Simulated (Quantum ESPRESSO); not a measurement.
**PtSe: Hubbard U from linear response under several settings**

```xyz
2
Lattice="3.7019 0.0000 0.0000 -1.8509 3.2059 0.0000 0.0000 0.0000 3.6128" Properties=species:S:1:pos:R:3 pbc="T T T"
Pt    0.0000    0.0000    0.0000
Se    1.8509    1.0686    1.8064
```

The cell comes from a database or a generator and needn't be the stable form of this composition.

All runs used Quantum ESPRESSO 7.5; potentials PseudoDojo 0.4.1 SR PBEsol standard; k mesh 4 × 4 × 4; given cell; no spin polarisation; cutoff 1170 eV; occupations fermi-dirac, width 0.05 eV.

```tsv
level	projectors	U typed (eV)	q mesh	with V	state	U computed (eV)
PBEsol+U	atomic	0.0	2 × 2 × 2	no	metal	Pt 5.4
PBEsol+U	atomic	2.0	2 × 2 × 2	no	metal	Pt 6.0
PBEsol+U	atomic	4.0	2 × 2 × 2	no	metal	Pt 6.8
PBEsol+U	atomic	6.0	2 × 2 × 2	no	metal	Pt 7.5
PBEsol+U	atomic	8.0	2 × 2 × 2	no	metal	?
```

Problem. What stands in the row left open?

Solution. U computed Pt 8.3 eV.

Caveats: all runs use coarse meshes; U without spin polarisation on a metal has little footing.

For the row left open. Caveat: the k mesh is coarse (spacing up to 0.49 Å⁻¹), so the values aren't converged; U without spin polarisation on a metal has little footing.
